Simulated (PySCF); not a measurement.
# F3GeH: the cost of one run

Programs: PySCF 2.14.0, with density-fitted response routines of our own. Each step states its level of theory. These are calculated values for one molecule in the gas phase, unless marked as measured. Atoms are numbered from 0 throughout.

### Step 1. The molecule as given

5 atoms, charge 0, multiplicity 1; geometry from: GFN2-xTB. The atoms were then displaced at random by about 0.01 Å, so the start is not that level's minimum.

Bonds of the start (Å): F0–Ge1 1.72, Ge1–F2 1.71, Ge1–F3 1.68, Ge1–H4 1.47.

### Step 2. Geometry optimisation at PBE0-D3(BJ)/def2-SVP

What the job is given:

```
{"job": {"xc": "PBE0", "basis": "def2-SVP", "d3": "d3bj", "grid": 1, "shake": 0.01, "kind": "geom"}, "charge": 0, "multiplicity": 1}
F      1.577340     0.211590    -0.512000
Ge    -0.005830    -0.023710     0.111740
F     -0.911890     1.340640    -0.381080
F     -0.598510    -1.294650    -0.814420
H     -0.027540    -0.267840     1.557880
```

Command:

```console
$ OMP_NUM_THREADS=1 python probes_run.py task.json out
```

The driver reads the jobs from task.json and runs them one after another.

**Question.** How long does this first job take on 1 thread of Arm Neoverse V1, shared host, and how much memory does it need?

About 11 s, with a peak of 0.33 GiB.
